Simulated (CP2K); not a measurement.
# NiMoIrPdW in CP2K: the effect of functional

NiMoIrPdW:

```xyz
5
Lattice="2.7662 0.0000 0.0000 -1.3831 2.3956 0.0000 0.0000 0.0000 11.0229" Properties=species:S:1:pos:R:3 pbc="T T T"
Ni    0.0000    1.5971    6.5820
Mo    0.0000    0.0000    4.5276
Pd    1.3831    0.7985    8.7654
Ir    1.3831    0.7985    2.2002
W     0.0000    1.5971   10.9936
```

The cell was built by a generator and needn't be a form met in nature.

Alike in all runs:

```yaml
Program: CP2K 2026.2
Task: band structure
Potentials_or_basis: GTH_POTENTIALS Ni GTH-PBE-q18, Pd GTH-PBE-q18, Ir GTH-PBE-q17, W GTH-PBE-q14; POTENTIAL_UZH Mo GTH-PBE-q14; TZVP-MOLOPT-SR-GTH, TZVP-MOLOPT-PBE-GTH basis
Density_cutoff: 13606 eV
k_mesh: 11 × 11 × 3
Occupations: fermi-dirac, width 0.05 eV
Spin: collinear spin, ferromagnetic start
Starting_moments: "[1.0, 1.0, 0.0, 0.6, 0.0] μB"
```

| functional | pressure (GPa) | largest force (eV/Å) |
| --- | --- | --- |
| LDA | -13.4 | 0.18 |
| PBEsol | ? | ? |
| RPBE | 3.5 | 0.30 |

What does the run with functional PBEsol give?

Pressure -8.7 GPa; largest force 0.23 eV/Å.

Caveats: the potentials were made for another functional, which shifts forces and pressure; the basis of atomic orbitals isn't converged, which shifts pressures, moduli and gaps; the total moment is fixed, so each spin has its own Fermi level.
